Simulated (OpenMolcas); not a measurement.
**Ne⁴⁺: CASSCF and CASPT2 terms and fine-structure levels**

Aim: the low terms and levels of Ne⁴⁺, with their order and spacing, then second-order correlation under several settings.

Method: state-averaged CASSCF and CASPT2, spin-orbit coupling by RASSI with atomic mean-field integrals. Code: OpenMolcas 26.06.

## 1. The atom as given

```
Species                           : Ne⁴⁺ (neon, Z = 10, 6 electrons)
Basis                             : ANO-L-VTZP [4s3p2d1f], 30 functions
Scalar Hamiltonian                : non-relativistic, point nucleus
Inactive shells                   : 1s
Active space                      : 4 electrons in 4 orbitals (2s 2p)
Some configurations of this space : 2p⁴, 2s 2p³, 2s² 2p²
Orbitals                          : optimised for each spin and parity, averaged over the low roots
```

Outer shells as boxes (Hund's rule):

2p4
```
2p [↑↓][↑ ][↑ ]
```

2s 2p3
```
2s [↑ ]
2p [↑ ][↑ ][↑ ]
```

2s2 2p2
```
2s [↑↓]
2p [↑ ][↑ ][  ]
```

Each step is its own input file, run in one work folder so that later steps find the files of earlier ones. Labels, J, g values, rates, χT and fits are worked out afterwards by a script from the matrices that RASSI stores.

## 2. GATEWAY and SEWARD: basis and integrals

a.inp

```
&GATEWAY
Coord
1

Ne 0.0 0.0 0.0
Basis=ANO-L-VTZP
Group=XYZ
NoMove
AngMom=0.0 0.0 0.0
AMFI
&SEWARD
```

The run is started by

```bash
> OMP_NUM_THREADS=1 MOLCAS_MEM=1689 MOLCAS_PROJECT=a pymolcas a.inp > a.log
```

## 3. Reference wave functions, triplets of even parity, 3 roots

a.inp

```
&RASSCF
FileOrb=start.orb
Symmetry=1
Spin=3
nActEl=4 0 0
Inactive=1 0
Ras2=1 3
CIRoot=3 3 1
SDav=6
CIMx=300
Iter=120 100
PrWF=0.3
OrbListing=Nothing
MaxOrb=0
Atom
>>> COPY $Project.JobIph JOB001
```

start.orb holds the contracted functions of the basis, ordered by shell, or the orbitals of the step before.

## 4. CASSCF: singlets of even parity, 6 roots

a.inp

```
&RASSCF
FileOrb=start.orb
Symmetry=1
Spin=1
nActEl=4 0 0
Inactive=1 0
Ras2=1 3
CIRoot=6 6 1
SDav=12
CIMx=300
Iter=120 100
PrWF=0.3
OrbListing=Nothing
MaxOrb=0
Atom
>>> COPY $Project.JobIph JOB002
```

## 5. CASSCF: quintets of odd parity, 1 root

a.inp

```
&RASSCF
FileOrb=start.orb
Symmetry=2
Spin=5
nActEl=4 0 0
Inactive=1 0
Ras2=1 3
CIRoot=1 1 1
SDav=1
CIMx=300
Iter=120 100
PrWF=0.3
OrbListing=Nothing
MaxOrb=0
Atom
>>> COPY $Project.JobIph JOB003
```

## 6. Reference wave functions, triplets of odd parity, 9 roots

a.inp

```
&RASSCF
FileOrb=start.orb
Symmetry=2
Spin=3
nActEl=4 0 0
Inactive=1 0
Ras2=1 3
CIRoot=9 9 1
SDav=9
CIMx=300
Iter=120 100
PrWF=0.3
OrbListing=Nothing
MaxOrb=0
Atom
>>> COPY $Project.JobIph JOB004
```

## 7. Reference wave functions, singlets of odd parity, 8 roots

a.inp

```
&RASSCF
FileOrb=start.orb
Symmetry=2
Spin=1
nActEl=4 0 0
Inactive=1 0
Ras2=1 3
CIRoot=8 8 1
SDav=8
CIMx=300
Iter=120 100
PrWF=0.3
OrbListing=Nothing
MaxOrb=0
Atom
>>> COPY $Project.JobIph JOB005
```

## 8. State interaction with spin-orbit coupling

a.inp

```
&RASSI
NrOfJobIphs=5 3 6 1 9 8
1 2 3
1 2 3 4 5 6
1
1 2 3 4 5 6 7 8 9
1 2 3 4 5 6 7 8
IphNames
JOB001
JOB002
JOB003
JOB004
JOB005
EJob
SpinOrbit
DIPRint=1.0
SOCoupling=1000.0
Subsets=2
MEES
Property=10
'ANGMOM' 1 'ANGMOM' 2 'ANGMOM' 3 'MLTPL  1' 1 'MLTPL  1' 2 'MLTPL  1' 3
'AMFI' 1 'AMFI' 2 'AMFI' 3 'MLTPL  2' 6
SOProperty=3
'ANGMOM' 1 'ANGMOM' 2 'ANGMOM' 3
```

## 9. CASPT2: IPEA 0.25, imaginary shift 0.1 (closed shells correlated: 1s)

a.inp

```
>>> COPY JOB001 $Project.JobIph
&CASPT2
Multistate=3 1 2 3
Frozen=0 0
IPEA=0.25
Imaginary=0.1
MaxIter=60
WThr=0.0 0.3 0.05
PrWF=0.5
NoMix
>>> COPY JOB002 $Project.JobIph
&CASPT2
Multistate=6 1 2 3 4 5 6
Frozen=0 0
IPEA=0.25
Imaginary=0.1
MaxIter=60
WThr=0.0 0.3 0.05
PrWF=0.5
NoMix
>>> COPY JOB003 $Project.JobIph
&CASPT2
Multistate=1 1
Frozen=0 0
IPEA=0.25
Imaginary=0.1
MaxIter=60
WThr=0.0 0.3 0.05
PrWF=0.5
NoMix
>>> COPY JOB004 $Project.JobIph
&CASPT2
Multistate=9 1 2 3 4 5 6 7 8 9
Frozen=0 0
IPEA=0.25
Imaginary=0.1
MaxIter=60
WThr=0.0 0.3 0.05
PrWF=0.5
NoMix
>>> COPY JOB005 $Project.JobIph
&CASPT2
Multistate=8 1 2 3 4 5 6 7 8
Frozen=0 0
IPEA=0.25
Imaginary=0.1
MaxIter=60
WThr=0.0 0.3 0.05
PrWF=0.5
NoMix
```

## 10. CASPT2: IPEA 0, imaginary shift 0.1 (closed shells correlated: 1s)

a.inp, as its differences from that of step 9:

```diff
@@ -4,3 +4,3 @@
 Frozen=0 0
-IPEA=0.25
+IPEA=0.0
 Imaginary=0.1
@@ -14,3 +14,3 @@
 Frozen=0 0
-IPEA=0.25
+IPEA=0.0
 Imaginary=0.1
@@ -24,3 +24,3 @@
 Frozen=0 0
-IPEA=0.25
+IPEA=0.0
 Imaginary=0.1
@@ -34,3 +34,3 @@
 Frozen=0 0
-IPEA=0.25
+IPEA=0.0
 Imaginary=0.1
@@ -44,3 +44,3 @@
 Frozen=0 0
-IPEA=0.25
+IPEA=0.0
 Imaginary=0.1
```

(Steps that only read results are left out.)

Before running it: what results should come out? Wanted: lowest level; first excited level; lowest level of another term; spin-orbit lowering of the lowest level; strongest of the lines computed, by gA, at SS-CASPT2 energies.

**Answer**, as computed:

| quantity | value |
| --- | --- |
| method | SS-CASPT2, IPEA 0.25, imaginary shift 0.1 (closed shells correlated: 1s) |
| lowest level | 2s² 2p² ³P₀, 100 % of that term |
| ground level listed by NIST | 3P0 |
| first excited level | 2s² 2p² ³P₁ at 388 cm⁻¹ |
| lowest level of another term | 2s² 2p² ¹D₂ at 31060 cm⁻¹ |
| spin-orbit lowering of the lowest level | 759 cm⁻¹ |
| strongest of the lines computed, by gA, at SS-CASPT2 energies | 2s 2p³ ¹D°₂ → 2s² 2p² ¹D₂, 41.64 nm, A = 1.09e+10 s⁻¹ |

What each method costs and misses:

| method | time of its own steps | time with the reference | mean absolute difference from the measured levels (cm-1) |
| --- | --- | --- | --- |
| A. CASSCF | 9 s | 9 s | 3100 |
| B. SS-CASPT2, IPEA 0.25, imaginary shift 0.1, +1s | 1.6 s | 11 s | 1100 |
| C. SS-CASPT2, IPEA 0, imaginary shift 0.1, +1s | 1.6 s | 11 s | 1100 |

Times are of one thread on a shared host.

In words: The multiplet ³P is regular; its intervals divided by the larger J differ by 6 % of their mean, where Landé's rule for pure LS coupling makes them equal. Second-order correlation (method B) scales the levels of the lowest configuration above 5000 cm⁻¹ by 0.94 to 1.05. Method B lies closest to the measured levels (1100 cm⁻¹ on average, level with C) and A farthest (3100). Only the configurations of the active space and the roots asked for are present. Not all states of the active space went into the spin-orbit step. CASPT2 does not keep the components of a term degenerate, and the means are used. Levels of other configurations are missing from the list.
